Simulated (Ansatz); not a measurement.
# CH5BFN (SMILES CB(N)F): PBE0/cc-pVDZ

Aim: the vertical ionisation energy of CH5BFN at PBE0/cc-pVDZ, from 2 runs. 

The calculation is run with Ansatz 0.2.0.

126 further runs of the same task are left out: 126 set aside as unsound or not needed.

**1. The molecule**

The species is CH5BFN (9 atoms), meant as a singlet with charge 0. SMILES: `CB(N)F`. The coordinates come from a PBE0-D4/def2-TZVP relaxation.

Bond lengths: C1–B2 1.566 Å, B2–N3 1.396 Å, B2–F4 1.347 Å, C1–H5 1.094 Å, C1–H6 1.091 Å, C1–H7 1.094 Å, N3–H8 1.006 Å, N3–H9 1.003 Å. Some angles: C1–B2–N3 124.5°, C1–B2–F4 118.6°, N3–B2–F4 116.9°, B2–C1–H5 110.2°, B2–C1–H6 113.8°, B2–C1–H7 110.2°, B2–N3–H8 122.4°, B2–N3–H9 123.0°, H5–C1–H6 108.1°, H5–C1–H7 106.2°.

**2. A single-point energy at PBE0/cc-pVDZ**

in.yaml

```yaml
basis:
  gaussian: {orbitals: cc-pVDZ}
crystal:
  periodic: [false, false, false]
  atoms:
    - symbol: C
      position_ang: [-0.428400, 0.964700, -0.539000]
    - symbol: B
      position_ang: [0.098200, -0.482300, -0.251400]
    - symbol: N
      position_ang: [0.546200, -0.928100, 0.993800]
    - symbol: F
      position_ang: [0.128500, -1.370900, -1.263800]
    - symbol: H
      position_ang: [0.176600, 1.438400, -1.318100]
    - symbol: H
      position_ang: [-0.424000, 1.616300, 0.336600]
    - symbol: H
      position_ang: [-1.450400, 0.924300, -0.928000]
    - symbol: H
      position_ang: [0.878700, -1.865200, 1.143700]
    - symbol: H
      position_ang: [0.563100, -0.343500, 1.809000]
total_charge: 0
hamiltonian: {xc: {name: PBE0}}
accuracy: high
output: {orbitals: {seedname: orbitals}}
```

Started as:

```
ansatz run in.yaml --threads 1 --pin off --max-ram 3480MiB --events-out events.jsonl --progress --plain --runs-dir runs
```

The program printed:

```text
Warning: RAYON_NUM_THREADS=1 ignored (pool sized by the plan → 1); use --threads N
Functional definition: PBE0
  name "PBE0"
  parameter a = 0.25
  parameter kappa = 0.804
  parameter beta = 0.06672455060314922
  exchange = (1 - a)*pbe_x(kappa = kappa, mu = beta*pi^2/3) + a*exact_x
  correlation = pbe_c(beta = beta)
1903 factors; integrals over basis functions are off by at most 3.3e-9 eV
mean field evaluation 1: about -5991.2311 eV, gradient 6.0e1 eV
mean field evaluation 2: about -5988.9630 eV, gradient 6.7e1 eV
mean field evaluation 4: about -5998.5783 eV, gradient 2.0e0 eV
mean field evaluation 8: about -5998.5798 eV, gradient 1.4e-1 eV
mean field evaluation 16: about -5998.5798 eV, gradient 3.1e-6 eV
mean field -5998.57982035 eV, -220.4437424144 hartree, gradient 8.5e-8 eV, S^2 0.000000; 0 other end points of the search recorded, 0 dependent functions left out
reference -5998.57982269 eV, -220.4437425003 hartree; 16, 16 occupied and 65, 65 virtual orbitals, 1903 factors
Total energy: -5998.57982269 eV, -220.4437425003 hartree
```

Run time: 5.4 s. Hardware: 1 thread of Arm Neoverse V1, shared host; peak memory 0.24 GiB.

**3. The doublet cation, same level**

job.yaml

```yaml
basis:
  gaussian: {orbitals: cc-pVDZ}
crystal:
  periodic: [false, false, false]
  atoms:
    - {symbol: C, position_ang: [-0.428400, 0.964700, -0.539000]}
    - {symbol: B, position_ang: [0.098200, -0.482300, -0.251400]}
    - {symbol: "N", position_ang: [0.546200, -0.928100, 0.993800]}
    - {symbol: F, position_ang: [0.128500, -1.370900, -1.263800]}
    - {symbol: H, position_ang: [0.176600, 1.438400, -1.318100]}
    - {symbol: H, position_ang: [-0.424000, 1.616300, 0.336600]}
    - {symbol: H, position_ang: [-1.450400, 0.924300, -0.928000]}
    - {symbol: H, position_ang: [0.878700, -1.865200, 1.143700]}
    - {symbol: H, position_ang: [0.563100, -0.343500, 1.809000]}
total_charge: 1
accuracy: high
magnetization: {spin_polarized: true, initial_magnetization: 1}
output: {orbitals: {seedname: orbitals}}
hamiltonian: {xc: pbe0}
```

Started as:

```
ansatz run job.yaml --threads 1 --pin off --max-ram 3480MiB --events-out events.jsonl --progress --plain --runs-dir runs
```

The program printed, shortened:

```text
Warning: RAYON_NUM_THREADS=1 ignored (pool sized by the plan → 1); use --threads N
[... 7 set-up lines as earlier in the session ...]
1903 factors; integrals over basis functions are off by at most 3.3e-9 eV
mean field evaluation 1: about -5977.7166 eV, gradient 5.1e1 eV
mean field evaluation 2: about -5964.3478 eV, gradient 7.7e1 eV
mean field evaluation 4: about -5987.6417 eV, gradient 5.0e0 eV
mean field evaluation 8: about -5987.9660 eV, gradient 8.9e-1 eV
mean field evaluation 16: about -5987.9698 eV, gradient 3.5e-4 eV
mean field evaluation 32: about -5987.9698 eV, gradient 4.3e-8 eV
mean field -5987.96978501 eV, -220.0538308074 hartree, gradient 4.3e-8 eV, S^2 0.754730; 2 other end points of the search recorded, 0 dependent functions left out
reference -5987.96978730 eV, -220.0538308914 hartree; 16, 15 occupied and 65, 66 virtual orbitals, 1903 factors
Total energy: -5987.96978730 eV, -220.0538308914 hartree
```

Wall time 14 s (1 thread of Arm Neoverse V1, shared host); peak memory 0.34 GiB.

**4. Outcome**

Level: PBE0/cc-pVDZ.

| quantity | value |
| --- | --- |
| singlet CH5BFN: total energy | -220.44374 Eh |
| singlet CH5BFN: HOMO energy | -7.99 eV |
| singlet CH5BFN: LUMO energy | 1.87 eV |
| singlet CH5BFN: HOMO–LUMO gap | 9.86 eV |
| doublet cation: total energy | -220.05383 Eh |
| doublet cation: HOMO energy (highest over α and β) | -15.50 eV |
| doublet cation: LUMO energy (lowest over α and β) | -13.15 eV |
| doublet cation: ⟨S²⟩ | 0.755 |
| vertical ionisation energy (to the doublet cation) | 10.610 eV |

**Reading.** Removing an electron at fixed nuclei costs 10.61 eV (245 kcal/mol). The negative HOMO energy of the first species, 7.99 eV, lies 2.62 eV below that difference.
